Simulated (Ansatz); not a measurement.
# CCSD/6-31G run of NH3 (ammonia)

Aim: the electronic atomisation energy of NH3 (ammonia) at CCSD/6-31G, from 3 runs. 

Program for the calculation: Ansatz 0.2.0.

48 further runs of the same task are left out: 48 set aside as unsound or not needed.

## 1. The molecule

NH3: 4 atoms, total charge 0, spin state singlet. SMILES: `N`. Geometry: relaxed at PBE0-D4/def2-TZVP.

Bond lengths: N1–H2 1.013 Å, N1–H3 1.013 Å, N1–H4 1.013 Å. Angles: H2–N1–H3 107.1°, H2–N1–H4 107.1°, H3–N1–H4 107.1°.

## 2. The energy at CCSD/6-31G

File in.yaml:

```yaml
crystal:
  periodic: [false, false, false]
  atoms:
    - {symbol: "N", position_ang: [-0.069910, 0.249470, 0.110930]}
    - {symbol: H, position_ang: [0.490470, -0.301820, 0.749180]}
    - {symbol: H, position_ang: [-0.887480, -0.301940, -0.118910]}
    - {symbol: H, position_ang: [0.466920, 0.354280, -0.741200]}
basis:
  gaussian:
    orbitals: 6-31G
correlation:
  method: ccsd
  frozen_orbitals: {H: 0, "N": 1}
accuracy: high
scf:
  omitted_lower_state_checks: [cluster_reference, increment]
```

Launch:

```bash
ansatz run in.yaml --threads 1 --pin off --max-ram 3480MiB --events-out events.jsonl --progress --plain --runs-dir runs
```

The log of the run:

```text
Warning: RAYON_NUM_THREADS=1 ignored (pool sized by the plan → 1); use --threads N
[... 11 lines left out ...]
1 core orbitals not correlated: weight in the atoms' cores, before any rotation towards them, 1.000 or more for the frozen orbitals, at most 0.000 for the correlated occupied ones
[... 18 lines left out ...]
Total energy: -1531.72818286 eV, -56.2899724775 hartree
Checks for a lower state left out: cluster_reference, increment
```

Wall time 0.12 s (1 thread of Intel Xeon 6975P-C (Granite Rapids), shared host).

## 3. The H atom: a single-point energy at UHF/6-31G

File job.yaml:

```yaml
basis:
  gaussian:
    orbitals: 6-31G
crystal:
  periodic: [false, false, false]
  atoms:
    - {symbol: H, position_ang: [0.000000, 0.000000, 0.000000]}
hamiltonian:
  xc: hf
accuracy: high
magnetization:
  spin_polarized: true
  initial_magnetization: 1
```

Run the same way, it converges to -0.49823 Eh (log not shown).

## 4. The N atom

File job.yaml:

```yaml
crystal:
  periodic: [false, false, false]
  atoms:
    - symbol: N
      position_ang: [0.000000, 0.000000, 0.000000]
basis:
  gaussian:
    orbitals: 6-31G
magnetization:
  spin_polarized: true
  initial_magnetization: 3
correlation:
  method: ccsd
  frozen_orbitals: {"N": 1}
accuracy: high
scf:
  omitted_lower_state_checks: [cluster_reference, increment]
```

Run the same way, it converges to -54.41887 Eh (log not shown).

## 5. Results

At CCSD/6-31G, 1 core orbital frozen:

```
                                            quantity         value
                              molecule: total energy  -56.28997 Eh
molecule: correlation energy (1 core orbital frozen)    -128.6 mEh
                             molecule: T1 diagnostic         0.006
                                H atom: total energy   -0.49823 Eh
                                        H atom: ⟨S²⟩         0.750
                                N atom: total energy  -54.41887 Eh
  N atom: correlation energy (1 core orbital frozen)     -33.9 mEh
           N atom: ⟨S²⟩ of the reference determinant         3.755
                               N atom: T1 diagnostic         0.004
                       electronic atomisation energy     10.243 eV
```

**Reading.** Taking the molecule apart into free atoms costs 10.24 eV (236 kcal/mol), before zero-point energy and without spin-orbit coupling. The basis has no polarisation functions, which makes bonds too weak.
